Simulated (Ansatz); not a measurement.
# AlH5O3Si: the cost of one run

All numbers below are computed with Ansatz 0.2.0 (RKS revPBE/6-31G).

1 further run of the same task is left out (it didn't finish).

**1. The structure to begin with**

Bond lengths: Al1–O2 1.780 Å, O2–Si3 1.680 Å, Si3–H4 1.460 Å, Si3–H5 1.460 Å, Si3–H6 1.460 Å, Al1–O7 1.780 Å, O7–H8 1.010 Å, Al1–O9 1.780 Å, O9–H10 1.010 Å. Angles: Al1–O2–Si3 125.0°, O2–Al1–O7 120.0°, O2–Al1–O9 120.0°, O7–Al1–O9 120.0°, O2–Si3–H4 109.5°, O2–Si3–H5 109.5°, O2–Si3–H6 109.5°, H4–Si3–H5 109.4°, H4–Si3–H6 109.4°, H5–Si3–H6 109.4°, Al1–O7–H8 109.5°, Al1–O9–H10 109.5°.

As a file:

```xyz
10

Al    0.0000    0.0000    0.0000
O     0.0000    0.0000    1.7800
Si   -1.3147   -0.4067    2.7436
H    -2.2390   -1.2403    1.9804
H    -0.8506   -1.1432    3.9157
H    -1.9987    0.8095    3.1733
O     1.5415    0.0000   -0.8900
H     1.8414   -0.9519   -1.0449
O    -1.5415    0.0000   -0.8900
H    -2.0512   -0.8467   -0.6815
```

**2. Preparing the start**

input.yaml reads:

```yaml
crystal:
  periodic: [false, false, false]
  atoms:
    - { symbol: Al, position_ang: [0.0, 0.0, 0.0] }
    - { symbol: O, position_ang: [0.0, 0.0, 1.78] }
    - { symbol: Si, position_ang: [-1.3147, -0.4067, 2.7436] }
    - { symbol: H, position_ang: [-2.239, -1.2403, 1.9804] }
    - { symbol: H, position_ang: [-0.8506, -1.1432, 3.9157] }
    - { symbol: H, position_ang: [-1.9987, 0.8095, 3.1733] }
    - { symbol: O, position_ang: [1.5415, 0.0, -0.89] }
    - { symbol: H, position_ang: [1.8414, -0.9519, -1.0449] }
    - { symbol: O, position_ang: [-1.5415, 0.0, -0.89] }
    - { symbol: H, position_ang: [-2.0512, -0.8467, -0.6815] }
basis:
  gaussian: { orbitals: "6-31G" }
hamiltonian:
  xc: revpbe
relax:
  f_tol: 0.02
  max_steps: 40
output:
  orbitals: {}
```

Started as:

```bash
> ansatz run input.yaml --threads 1 --pin off --max-ram 2048MiB --backend cpu --events-out ev --progress --plain --runs-dir out
```

What time and memory should one allow on 1 thread of Arm Neoverse V1, shared host?

About 52 s, with a peak of 0.14 GiB.
